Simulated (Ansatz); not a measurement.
# In4Sb3As: the cost of one run

Computed with Ansatz 0.2.0 (DFT PBE, scalar-relativistic, plane waves, PAW, unless a step's input says otherwise).

1 further run of the same task is left out (it didn't finish). Runs told in other sessions of the task aren't counted.

**1. Starting point**

The structure is orthorhombic, space group Cmm2 (No. 35). Conventional cell: a = 5.980 Å, b = 11.510 Å, c = 6.281 Å, α = 90.00°, β = 90.00°, γ = 90.00°. In (site symmetry m) is surrounded by 2 Sb at 2.98 Å and 4 In at 2.99 to 3.14 Å. Around In (site symmetry m) lie 1 Sb at 2.98 Å and 1 As at 2.98 Å and 4 In at 2.99 to 3.14 Å. Around Sb (site symmetry mm2) lie 2 In at 2.98 Å and 2 As at 2.99 Å and 2 Sb at 3.14 Å. Sb (site symmetry mm2) has 2 In at 2.98 Å and 4 Sb at 2.99 to 3.14 Å in its first shell of neighbours. Sb (site symmetry mm2) has 2 In at 2.98 Å and 2 Sb at 2.99 Å and 2 As at 3.14 Å in its first shell of neighbours. As (site symmetry mm2) is surrounded by 2 In at 2.98 Å and 4 Sb at 2.99 to 3.14 Å.

As a file:

```
CELL_PARAMETERS angstrom
2.99016 -5.75496 0.00000
2.99016 5.75496 0.00000
0.00000 0.00000 6.28150
ATOMIC_POSITIONS crystal
In 0.75000 0.25000 0.00000
In 0.75000 0.25000 0.50000
In 0.25000 0.75000 0.00000
In 0.25000 0.75000 0.50000
Sb 0.50000 0.50000 0.62500
Sb 0.50000 0.50000 0.12500
Sb 0.00000 0.00000 0.12500
As 0.00000 0.00000 0.62500
```

The start is an ordering of an alloy on its end members' structure types: elements ordered on the sites of the InSb type, As/Sb on Sb (Cmm2, No. 35).

**2. Probe: one point on a coarse mesh**

File input.yaml:

```yaml
crystal:
  lattice:
    - [2.99016415, -5.75496498, 0.0]
    - [2.99016415, 5.75496498, 0.0]
    - [0.0, 0.0, 6.28149607]
  atoms:
    - { symbol: In, position: [0.75, 0.25, 0.0] }
    - { symbol: In, position: [0.75, 0.25, 0.5] }
    - { symbol: In, position: [0.25, 0.75, 0.0] }
    - { symbol: In, position: [0.25, 0.75, 0.5] }
    - { symbol: Sb, position: [0.5, 0.5, 0.625] }
    - { symbol: Sb, position: [0.5, 0.5, 0.125] }
    - { symbol: Sb, position: [0.0, 0.0, 0.125] }
    - { symbol: As, position: [0.0, 0.0, 0.625] }
basis:
  ecutwfc: 420
kpoints:
  mp_grid: { grid: [4, 4, 4] }
hamiltonian:
  xc: pbe
scf:
  occupations: { method: gaussian, width: 0.1 }
  lower_state_search: "off"
output:
  forces: true
  stress: true
  eigenvalues: true
```

The run is started by

```
$ ansatz run input.yaml --threads 1 --pin off --max-ram 2560MiB --backend cpu --events-out ev --progress --plain --runs-dir out
```

**Question.** How long does this run take on 1 thread of Intel Xeon at 2.50GHz (Skylake/Cascade Lake), shared host, and how much memory does it need?

About 48 s, with a peak of 0.59 GiB.
